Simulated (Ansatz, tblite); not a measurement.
# B8P8 wurtzite off sphere (B8P8H22): rung by rung

Aim: run the singlet of B8P8 wurtzite off sphere (B8P8H22) at one geometry on many levels, and compare frontier levels, spin and run time.

Computed with Ansatz 0.2.0, Gaussian basis. Level: as each input shows.

Plan: GFN1-xTB, GFN2-xTB, PBE-D4/def2-TZVP, r2SCAN-D4/def2-TZVP, PBE-D4/def2-SVP, PBE0-D4/def2-SVP.

1 further run of the same task is left out (set aside as unsound or not needed).

### Step 1. The geometry

The geometry is that of the singlet, from an earlier relaxation (PBE-D4/def2-SVP).

38 atoms, charge 0, spin multiplicity 1.

Bond lengths: B1–P2 1.963 Å, B1–P3 1.959 Å, B1–H17 1.223 Å, B1–H18 1.223 Å, P2–B5 1.951 Å, P2–H19 1.429 Å, P2–H20 1.429 Å, P3–B4 1.959 Å, P3–B11 1.963 Å, P3–H21 1.431 Å, B4–P6 1.990 Å, B4–P7 1.959 Å, B4–H22 1.222 Å, B5–P6 1.966 Å, B5–P12 1.966 Å, B5–H23 1.220 Å, P6–B9 1.966 Å, P6–H24 1.431 Å and more. Angles: P2–B1–P3 104.2°, P2–B1–H17 108.9°, P2–B1–H18 109.1°, P3–B1–H17 109.3°, P3–B1–H18 109.9°, H17–B1–H18 114.9°, B1–P2–B5 115.6°, B1–P2–H19 112.0°, B1–P2–H20 112.0°, B5–P2–H19 108.8°, B5–P2–H20 107.8°, H19–P2–H20 99.3°, B1–P3–B4 112.4°, B1–P3–B11 111.0°, B1–P3–H21 107.7°, B4–P3–B11 111.0°, B4–P3–H21 107.2°, B11–P3–H21 107.3° and more.

PBE0-D4/def2-TZVP was run before; its log isn't repeated, and its numbers join the tables.

### Step 2. GFN1-xTB

Tight binding, by tblite at 300 K electronic temperature and without a spin-polarisation term:

```python
tblite.interface.Calculator('GFN1-xTB', numbers, positions, charge=0, uhf=0).singlepoint()
```

Energy -1201.4663 eV, HOMO -10.55 eV, LUMO -5.48 eV; 0.17 s.

### Step 3. GFN2-xTB

Tight binding, by tblite at 300 K electronic temperature and without a spin-polarisation term:

```python
tblite.interface.Calculator('GFN2-xTB', numbers, positions, charge=0, uhf=0).singlepoint()
```

Energy -1127.0672 eV, HOMO -9.79 eV, LUMO -5.37 eV; 0.088 s.

### Step 4. PBE-D4/def2-TZVP

start.molden holds the orbitals of an earlier run on this state, given as this run's starting guess.

Contents of in.yaml:

```yaml
crystal:
  periodic: [false, false, false]
  atoms:
    - {symbol: B, position_ang: [0.435110, -3.505843, -1.035915]}
    - {symbol: P, position_ang: [0.425095, -3.411995, 0.924794]}
    - {symbol: P, position_ang: [0.432330, -1.631420, -1.605547]}
    - {symbol: B, position_ang: [-1.179530, -0.679047, -1.027495]}
    - {symbol: B, position_ang: [0.421632, -1.614997, 1.684114]}
    - {symbol: P, position_ang: [-1.134599, -0.655581, 0.961481]}
    - {symbol: P, position_ang: [-1.197225, 1.194094, -1.602214]}
    - {symbol: B, position_ang: [-2.817366, 2.134744, -1.029282]}
    - {symbol: B, position_ang: [-1.185104, 1.170634, 1.687389]}
    - {symbol: P, position_ang: [-2.739912, 2.074308, 0.931243]}
    - {symbol: B, position_ang: [2.052714, -0.707113, -0.993321]}
    - {symbol: P, position_ang: [1.984582, -0.641451, 0.994214]}
    - {symbol: P, position_ang: [1.962767, 1.133920, -1.626865]}
    - {symbol: B, position_ang: [0.414930, 2.132629, -0.989958]}
    - {symbol: B, position_ang: [2.052344, 1.181779, 1.708640]}
    - {symbol: P, position_ang: [0.439496, 2.037327, 0.997380]}
    - {symbol: H, position_ang: [-0.596626, -4.044737, -1.411669]}
    - {symbol: H, position_ang: [1.464851, -4.052404, -1.405383]}
    - {symbol: H, position_ang: [-0.659190, -4.152089, 1.489544]}
    - {symbol: H, position_ang: [1.518993, -4.127882, 1.500783]}
    - {symbol: H, position_ang: [0.445943, -1.612749, -3.036018]}
    - {symbol: H, position_ang: [-2.182943, -1.257326, -1.416326]}
    - {symbol: H, position_ang: [0.409081, -1.615779, 2.903916]}
    - {symbol: H, position_ang: [-2.304340, -1.330783, 1.432856]}
    - {symbol: H, position_ang: [-1.175699, 1.199049, -3.032701]}
    - {symbol: H, position_ang: [-3.801262, 1.513429, -1.406081]}
    - {symbol: H, position_ang: [-2.773922, 3.300679, -1.395793]}
    - {symbol: H, position_ang: [-1.190845, 1.158000, 2.907178]}
    - {symbol: H, position_ang: [-3.922627, 1.503922, 1.495347]}
    - {symbol: H, position_ang: [-2.812618, 3.378176, 1.510468]}
    - {symbol: H, position_ang: [3.060862, -1.265472, -1.394837]}
    - {symbol: H, position_ang: [3.136922, -1.350338, 1.453704]}
    - {symbol: H, position_ang: [1.968121, 1.138721, -3.056439]}
    - {symbol: H, position_ang: [3.179954, 1.835572, -1.373288]}
    - {symbol: H, position_ang: [0.436081, 3.285568, -1.389480]}
    - {symbol: H, position_ang: [1.987929, 1.143123, 2.929280]}
    - {symbol: H, position_ang: [3.040708, 1.752392, 1.256998]}
    - {symbol: H, position_ang: [0.403360, 3.388949, 1.459273]}
basis:
  gaussian: {orbitals: def2-TZVP, fitting: {mean_field: def2-universal-jkfit}, initial_orbitals: start.molden}
hamiltonian: {xc: pbe, dispersion: d4}
scf: {omitted_lower_state_checks: [starts]}
output: {orbitals: {seedname: orbitals}}
```

On the command line:

```
$ ansatz run in.yaml --threads 2 --pin off --events-out ev --progress --plain --max-ram 32768MiB --backend cuda --devices 0, --max-vram 18GiB
```

The runs that follow: r2SCAN-D4/def2-TZVP; PBE-D4/def2-SVP; PBE0-D4/def2-SVP.

**Question.** What will the summary of the whole plan be? Wanted: gap in def2-TZVP, named functionals, smallest and largest; binding an atom, functionals in def2-TZVP; PBE0 total energy, smallest basis above largest.

As calculated:

```
                                                 quantity                                 value
gap in def2-TZVP, named functionals, smallest and largest   4.39 eV (PBE-D4), 6.21 eV (PBE0-D4)
                binding an atom, functionals in def2-TZVP  3.56 (r2SCAN-D4) to 3.61 eV (PBE-D4)
          PBE0 total energy, smallest basis above largest        30.79 eV (def2-SVP, def2-TZVP)
```

Orbital gaps of the named functionals in def2-TZVP span 4.39 eV (PBE-D4) to 6.21 eV (PBE0-D4); exact exchange widens it.
